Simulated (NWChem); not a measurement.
# GaHOF (SMILES [OH][Ga][F]): UHF/6-31G

What is the vertical ionisation energy of GaHOF at UHF/6-31G? 

The results are computed with NWChem 7.3.0.

2 further runs of the same task are left out: 1 that didn't finish, 1 set aside as unsound or not needed.

## (1) The molecule

GaHOF: 4 atoms, total charge 0, spin state doublet. As SMILES, `[OH][Ga][F]`. Geometry: relaxed at PBE0-D4/def2-TZVP.

Bond lengths: O1–Ga2 1.795 Å, Ga2–F3 1.759 Å, O1–H4 0.961 Å. Angles: O1–Ga2–F3 114.7°, Ga2–O1–H4 113.8°.

## (2) A single-point energy at UHF/6-31G

fgaho.nw

```
start fgaho
title "FGaHO energy"
memory 2200 mb

geometry noautosym nocenter noautoz
  O     -0.928500     0.061200    -0.333300
  Ga     0.802400     0.214300     0.117400
  F      1.450100    -1.148000     1.023000
  H     -1.268400     0.812300    -0.827400
end

basis spherical bse
  * library 6-31G
end

scf
  doublet
  uhf
  thresh 1e-08
  maxiter 80
  noprint "final vectors analysis"
end

task scf energy
```

Launch:

```console
nwchem fgaho.nw > fgaho.out
```

Standard output (excerpt; [...] marks lines left out):

```text
[...]
  functions       =    47
[...]
  wavefunction    = UHF
[...]
         Total SCF energy =  -2097.808150460402
      One electron energy =  -3292.002391725683
      Two electron energy =   1011.825360540389
 Nuclear repulsion energy =    182.368880724892
                       Sz =      0.5000
                 Sz(Sz+1) =      0.7500
                      S^2 =      0.7578
[...]
```

It took 11 s on 1 thread of Intel Xeon Platinum 8488C (Sapphire Rapids), shared host; peak memory 0.097 GiB.

## (3) The singlet cation

sp.nw

```
start sp
title "FGaHO hf"
memory stack 880 mb heap 220 mb global 1100 mb
charge 1

geometry noautosym nocenter noautoz
  O       -0.928500       0.061200      -0.333300
  Ga       0.802400       0.214300       0.117400
  F        1.450100      -1.148000       1.023000
  H       -1.268400       0.812300      -0.827400
end

basis spherical bse
  * library 6-31G
end

scf
  thresh 1e-08
  maxiter 80
  noprint "final vectors analysis"
end

task scf
```

Launch:

```console
nwchem sp.nw > sp.out
```

Standard output (excerpt; [...] marks lines left out):

```text
[...]
  functions       =    47
[...]
  wavefunction    = RHF
[...]
         Total SCF energy =  -2097.458170641224
      One-electron energy =  -3276.717150155238
      Two-electron energy =    996.890098789123
 Nuclear repulsion energy =    182.368880724892
        Time for solution =      8.6s
[...]
```

It took 9.6 s on 1 thread of Intel Xeon Platinum 8488C (Sapphire Rapids), shared host; peak memory 0.096 GiB.

## (4) What came out

Level: UHF/6-31G.

| quantity | value |
| --- | --- |
| doublet GaHOF: total energy | -2097.80815 Eh |
| doublet GaHOF: dipole moment | 4.79 D |
| doublet GaHOF: ⟨S²⟩ | 0.758 |
| singlet cation: total energy | -2097.45817 Eh |
| vertical ionisation energy (to the singlet cation) | 9.523 eV |

**Reading.** Removing an electron at fixed nuclei costs 9.52 eV (919 kJ/mol). Only the singlet of the ionised species was computed; a triplet could lie lower.
